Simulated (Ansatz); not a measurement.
Working through a search for lower mean-field states of H3SeSi, SMILES [SiH3][Se]

Computed with Ansatz 0.2.0 through its Python package.

The cells in order, each with its output:

```python
import warnings

import ansatz as az
import numpy as np

warnings.simplefilter("ignore", az.DeckWarning)
```

```python
geometry = (
    az.Crystal.molecule()
    .atom("Si", [-0.1035, 0.0096, -0.0335])
    .atom("Se", [1.8751, -0.8033, 0.5426])
    .atom("H", [-1.1037, -0.0311, 1.0855])
    .atom("H", [-0.6251, -0.7036, -1.1766])
    .atom("H", [0.0071, 1.4547, -0.4594])
)
symbols = [site.symbol for site in geometry.cartesian_sites]
```

```python
start = np.array([site.position_ang for site in geometry.cartesian_sites])
for factor in [1.0, 1.3]:
    xyz = (start - start.mean(axis=0)) * factor
    scaled = az.Crystal.molecule()
    for symbol, place in zip(symbols, xyz):
        scaled = scaled.atom(symbol, place.tolist())
    base = scaled.calculation()
    base = base.basis(gaussian="def2-SVP")
    base = base.functional("pbe")
    base = base.spin("collinear", total=1)
    for search in ("off", "standard"):
        try:
            rep = base.scf(lower_state_search=search).run().report
        except az.AnsatzError as error:
            print(f"x{factor} search {search}: {type(error).__name__}")
            continue
        state = rep["mean_field"]["state"]
        print(f"all distances x{factor}, search {search:8s} E = {rep['free_energy_ev']:.5f} eV  <S^2> = {abs(state['spin_squared']):.3f}  other states met: {len(rep['mean_field']['others'])}")
```

    all distances x1.0, search off      E = -73250.91523 eV  <S^2> = 0.752  other states met: 0
    all distances x1.0, search standard E = -73250.91523 eV  <S^2> = 0.752  other states met: 3
    all distances x1.3, search off      E = -73247.27857 eV  <S^2> = 0.758  other states met: 0
    all distances x1.3, search standard E = -73247.27857 eV  <S^2> = 0.758  other states met: 6

What to keep in mind:
- Total energies depend on the basis set; only differences at equal settings carry meaning.
- The count of other states can hold repeated and symmetry-equivalent ends of the search; scaling all distances is a test, and for more than two atoms no physical path.
- The structure is a rough, unrelaxed start.
- The run takes the species as open-shell (spin multiplicity 2), which needn't be its ground state.
- Timing: 25 s on 1 thread of Arm Neoverse V1 (shared host), peak memory 0.2 GiB.
